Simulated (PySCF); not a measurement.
# C2H8N2Si: the cost of one run

Programs: PySCF 2.14.0, with density-fitted response routines of our own. Each step states its level of theory. These are calculated values for one molecule in the gas phase, unless marked as measured. Atoms are numbered from 0 throughout.

### 1 The starting structure

13 atoms, charge 0, multiplicity 1; geometry from: GFN2-xTB. The atoms were then displaced at random by about 0.01 Å, so the start is not that level's minimum.

Bonds of the start (Å): C0–C1 1.35, C1–Si2 1.90, Si2–N3 1.70, Si2–N4 1.72, C0–H5 1.07, C0–H6 1.07, C1–H7 1.10, Si2–H8 1.44, N3–H9 1.00, N3–H10 1.05, N4–H11 1.02, N4–H12 1.02.

### 2 Optimising the geometry at PBE0-D3(BJ)/def2-SVP

What the job is given:

```
{"job": {"xc": "PBE0", "basis": "def2-SVP", "d3": "d3bj", "grid": 1, "shake": 0.01, "kind": "geom"}, "charge": 0, "multiplicity": 1}
C      1.964560    -0.858330     0.252170
C      1.295580     0.109190    -0.418230
Si    -0.595190     0.319210    -0.515570
N     -1.231170    -1.107280     0.163820
N     -1.272180     1.574940     0.443680
H      1.407510    -1.589610     0.791260
H      3.032090    -0.898070     0.283380
H      1.908710     0.858780    -0.949710
H     -0.946860     0.680930    -1.867820
H     -0.991580    -1.995280    -0.218740
H     -2.267060    -1.108640     0.339170
H     -1.255140     1.456450     1.460920
H     -1.043450     2.540820     0.225340
```

Run with:

```bash
$ OMP_NUM_THREADS=1 python probes_run.py task.json out
```

The driver reads the jobs from task.json and runs them one after another.

Q: Estimate the wall time and peak memory of this first job on 1 thread of Arm Neoverse V1, shared host.

About 48 s, with a peak of 0.48 GiB.
